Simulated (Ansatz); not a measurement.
# Rh (fcc type): the cost of one run

Computed with Ansatz 0.2.0 (DFT PBE, with the methods named in each step, unless a step's input says otherwise).

## 1. Starting point

It takes space group Fm-3m (No. 225, cubic). The conventional cell has a = 3.830 Å, b = 3.830 Å, c = 3.830 Å, α = 90.00°, β = 90.00°, γ = 90.00°. Around Rh (site symmetry m-3m) lie 12 Rh at 2.71 Å.

Coordinates:

```
CELL_PARAMETERS angstrom
0.00000 1.91521 1.91521
1.91521 0.00000 1.91521
1.91521 1.91521 0.00000
ATOMIC_POSITIONS crystal
Rh 0.00000 0.00000 0.00000
```

## 2. Bulk cell relaxed, PAW

File input.yaml:

```yaml
crystal:
  lattice:
    - [0.0, 1.9152057761, 1.9152057761]
    - [1.9152057761, 0.0, 1.9152057761]
    - [1.9152057761, 1.9152057761, 0.0]
  atoms:
    - { symbol: Rh, position: [0.0, 0.0, 0.0] }
kpoints:
  mp_grid: { grid: [19, 19, 19] }
scf:
  occupations: { method: fermi_dirac, width: 0.05 }
hamiltonian:
  xc: pbe
  pseudopotentials: { kind: paw }
output:
  forces: true
  stress: true
relax:
  f_tol: 0.005
  max_steps: 40
  cell: {}
```

The run is started by

```sh
$ ansatz run input.yaml --threads 2 --pin off --max-ram 4096MiB --backend cpu --events-out ev --progress --plain --runs-dir out
```

**Question.** How long does this run take on 2 threads of Arm Neoverse V2, shared host, and how much memory does it need?

About 1.8 s, with a peak of 0.31 GiB.
